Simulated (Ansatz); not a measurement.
# AlClGaH5O2: the cost of one run

Method: RHF/def2-SVP, in Ansatz 0.2.0.

## 1. The structure to begin with

Bond lengths: Ga1–Cl3 2.240 Å, Ga1–O4 1.790 Å, O4–H5 1.010 Å, Ga1–O6 2.090 Å, O6–Al7 1.780 Å, Al7–H8 1.560 Å, Al7–H9 1.560 Å. Angles: Cl3–Ga1–O4 120.0°, Cl3–Ga1–O6 88.6°, O4–Ga1–O6 109.9°, Ga1–O4–H5 109.5°, Ga1–O6–Al7 125.0°, O6–Al7–H8 120.0°, O6–Al7–H9 120.0°, H8–Al7–H9 120.0°.

As a file:

```xyz
10

Ga    0.0000    0.0000    0.0000
H     0.0000    0.0000    1.9200
Cl    1.9398    0.0000   -1.1200
O    -1.5501    0.0000   -0.8950
H    -2.0598   -0.8467   -0.6865
O     0.4396   -1.9341    0.6590
Al   -0.4235   -3.4061    0.1525
H     0.3797   -4.6756   -0.2680
H    -1.9832   -3.4267    0.1292
H     0.2219   -0.9762    1.8157
```

## 2. Pulling towards end A

Springs on the bonds that form and break draw the guess towards this end; the thresholds are loose.

input.yaml

```yaml
crystal:
  periodic: [false, false, false]
  atoms:
    - { symbol: Ga, position_ang: [0.0, 0.0, 0.0] }
    - { symbol: H, position_ang: [0.0, 0.0, 1.92] }
    - { symbol: Cl, position_ang: [1.9398, 0.0, -1.12] }
    - { symbol: O, position_ang: [-1.5501, 0.0, -0.895] }
    - { symbol: H, position_ang: [-2.0598, -0.8467, -0.6865] }
    - { symbol: O, position_ang: [0.4396, -1.9341, 0.659] }
    - { symbol: Al, position_ang: [-0.4235, -3.4061, 0.1525] }
    - { symbol: H, position_ang: [0.3797, -4.6756, -0.268] }
    - { symbol: H, position_ang: [-1.9832, -3.4267, 0.1292] }
    - { symbol: H, position_ang: [0.2219, -0.9762, 1.8157] }
basis:
  gaussian: { orbitals: def2-SVP }
hamiltonian:
  xc: hf
relax:
  f_tol: 0.15
  max_steps: 25
  restrain:
    - { distance: [0, 5], at: 2.99, k: 30.0 }
    - { distance: [9, 1], at: 1.86, k: 30.0 }
    - { distance: [0, 1], at: 1.57, k: 30.0 }
    - { distance: [9, 5], at: 1.01, k: 30.0 }
output:
  orbitals: {}
```

Launch:

```console
$ ansatz run input.yaml --threads 2 --pin off --max-ram 3072MiB --backend cpu --events-out ev --progress --plain --runs-dir out
```

Q: Estimate wall time and peak memory on 2 threads of Arm Neoverse V1, shared host.

About 46 s, with a peak of 0.31 GiB.
